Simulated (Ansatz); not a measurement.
# AlH3O2: the cost of one run

Computed with Ansatz 0.2.0, Gaussian basis. Level: PBE0-D4/def2-TZVP structures, single points in def2-TZVPP, no counterpoise correction.

Levels: SPW92, PBE-D4, BLYP-D4, r2SCAN-D4, B97M-V, PBE0-D4, B3LYP-D4, r2SCAN0-D4, BHLYP-D4, CAM-B3LYP-D4, wB97X-V, wB97M-V, B2PLYP, PBE-QIDH, RPA on PBE, Hartree-Fock, MP2, CCSD, CCSD(T).

Cores are frozen in the correlated methods. B3LYP uses VWN-RPA correlation. B2PLYP carries no dispersion term here.

94 further runs of the same task are left out: 94 set aside as unsound or not needed.

### 1 Starting geometry

The complex: 11 atoms, charge 0, spin multiplicity 1.

Atoms are counted from 1 here; the program's logs count them from 0.

Bond lengths: Al1–H2 1.571 Å, Al1–O3 1.692 Å, Al1–O4 1.698 Å, O3–H7 0.956 Å, O4–H8 0.955 Å, H5–C6 1.089 Å, C6–H9 1.090 Å, C6–H10 1.092 Å, C6–H11 1.093 Å. Angles: H2–Al1–O3 118.7°, H2–Al1–O4 122.9°, O3–Al1–O4 118.1°, Al1–O3–H7 122.8°, Al1–O4–H8 123.3°, H5–C6–H9 109.6°, H5–C6–H10 109.9°, H5–C6–H11 110.0°, H9–C6–H10 108.4°, H9–C6–H11 108.2°, H10–C6–H11 110.8°.

As a file:

```csv
atom,x (Å),y (Å),z (Å)
Al1,0.2076,1.3498,-0.1316
H2,1.7696,1.3222,0.0388
O3,-0.4399,1.3133,-1.6944
O4,-0.8599,1.5589,1.1723
H5,1.2986,-1.6787,0.4033
C6,0.2583,-1.7092,0.0814
H7,-1.3772,1.3837,-1.8681
H8,-0.5708,1.6529,2.0778
H9,-0.0862,-2.7429,0.0579
H10,0.1680,-1.2926,-0.9243
H11,-0.3681,-1.1574,0.7870
```

Its parts: AlH₃O₂ holds atoms 1, 2, 3, 4, 7, 8; CH₄ holds atoms 5, 6, 9, 10, 11. Each part counts its atoms afresh in its own runs.

### 2 Relaxing AlH₃O₂ alone

File relax-a/in.yaml:

```yaml
crystal:
  periodic: [false, false, false]
  atoms:
    - {symbol: Al, position_ang: [0.207646, 1.349775, -0.131617]}
    - {symbol: H, position_ang: [1.769617, 1.322212, 0.038762]}
    - {symbol: O, position_ang: [-0.439939, 1.313315, -1.694409]}
    - {symbol: O, position_ang: [-0.859930, 1.558854, 1.172334]}
    - {symbol: H, position_ang: [-1.377199, 1.383679, -1.868126]}
    - {symbol: H, position_ang: [-0.570752, 1.652910, 2.077843]}
basis:
  gaussian: {orbitals: def2-TZVP}
hamiltonian: {xc: pbe0, dispersion: d4}
relax: {f_tol: 0.005, max_steps: 200}
```

On the command line:

```console
$ ansatz run in.yaml --threads 4 --pin off --events-out ev --progress --plain --max-ram 9574MiB
```

**Question.** How long does this run take on 4 threads of Arm Neoverse V1, shared host?

About 6 s.
